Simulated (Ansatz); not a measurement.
# C5H13O2: the cost of one run

Computed with Ansatz 0.2.0 (the levels named in each step, unless a step's input says otherwise).

## (1) The starting structure

Bond lengths (14 of 18 bonds, heavy atoms first): C1–C2 1.521 Å, C2–C3 1.522 Å, C2–O4 1.466 Å, O4–C5 1.280 Å, C5–C6 1.484 Å, C1–H8 1.087 Å, C1–H9 1.086 Å, C1–H10 1.088 Å, C2–H11 1.094 Å, C3–H12 1.086 Å, C3–H13 1.089 Å, C3–H14 1.089 Å, C5–H15 1.093 Å, C6–H16 1.086 Å. Angles (14 of 29 angles, heavy atoms first): C1–C2–C3 112.6°, C1–C2–O4 109.9°, C3–C2–O4 112.2°, C2–O4–C5 122.0°, O4–C5–C6 117.1°, C1–C2–H11 109.9°, C3–C2–H11 109.9°, O4–C2–H11 101.8°, C2–C1–H8 110.4°, C2–C1–H9 109.1°, C2–C1–H10 111.8°, C2–C3–H12 108.4°, C2–C3–H13 111.8°, C2–C3–H14 111.1°.

Coordinates:

```xyz
20

C    -1.6236   -0.6709    1.5529
C    -0.6479    0.4505    1.2299
C    -1.2925    1.5731    0.4294
O     0.5372   -0.0949    0.5619
C     0.4730   -0.6373   -0.5958
C     1.5724   -1.5611   -0.9715
O     0.8067    0.7421   -1.8113
H    -1.1082   -1.4922    2.0443
H    -2.3843   -0.2967    2.2313
H    -2.1203   -1.0442    0.6603
H    -0.2208    0.8501    2.1539
H    -2.1172    1.9779    1.0094
H    -1.7039    1.2139   -0.5127
H    -0.5885    2.3852    0.2553
H    -0.5041   -0.8504   -1.0372
H     1.6547   -1.6614   -2.0499
H     1.3193   -2.5432   -0.5675
H     2.5188   -1.2525   -0.5340
H     1.7468    0.9806   -1.7763
H     0.2727    1.5369   -1.6437
```

## (2) A rough first relaxation, PBE-D4/def2-SVP

The input, input.yaml:

```yaml
crystal:
  periodic: [false, false, false]
  atoms:
    - { symbol: C, position_ang: [-1.62358, -0.67091, 1.55293] }
    - { symbol: C, position_ang: [-0.64788, 0.45052, 1.22986] }
    - { symbol: C, position_ang: [-1.29248, 1.57313, 0.42935] }
    - { symbol: O, position_ang: [0.53715, -0.09492, 0.5619] }
    - { symbol: C, position_ang: [0.47297, -0.63731, -0.59583] }
    - { symbol: C, position_ang: [1.57236, -1.56108, -0.97152] }
    - { symbol: O, position_ang: [0.80666, 0.74211, -1.81133] }
    - { symbol: H, position_ang: [-1.10816, -1.49219, 2.04428] }
    - { symbol: H, position_ang: [-2.38431, -0.29671, 2.23126] }
    - { symbol: H, position_ang: [-2.12031, -1.04421, 0.66035] }
    - { symbol: H, position_ang: [-0.22079, 0.8501, 2.15389] }
    - { symbol: H, position_ang: [-2.11723, 1.97787, 1.00939] }
    - { symbol: H, position_ang: [-1.70385, 1.2139, -0.51265] }
    - { symbol: H, position_ang: [-0.58848, 2.38522, 0.25533] }
    - { symbol: H, position_ang: [-0.50415, -0.85043, -1.03716] }
    - { symbol: H, position_ang: [1.65469, -1.66136, -2.04991] }
    - { symbol: H, position_ang: [1.31931, -2.54319, -0.5675] }
    - { symbol: H, position_ang: [2.51881, -1.25253, -0.53395] }
    - { symbol: H, position_ang: [1.74676, 0.98056, -1.77628] }
    - { symbol: H, position_ang: [0.27272, 1.53685, -1.64373] }
total_charge: 1
basis:
  gaussian: { orbitals: def2-SVP }
hamiltonian:
  xc: pbe
  dispersion: d4
relax:
  f_tol: 0.03
  max_steps: 200
```

Run with:

```sh
> ansatz run input.yaml --threads 8 --pin off --max-ram 22528MiB --backend cpu --events-out ev --progress --plain --runs-dir out
```

Q: Estimate wall time and peak memory on 8 threads of AMD EPYC (Zen 3), shared host.

About 31 s, with a peak of 0.26 GiB.
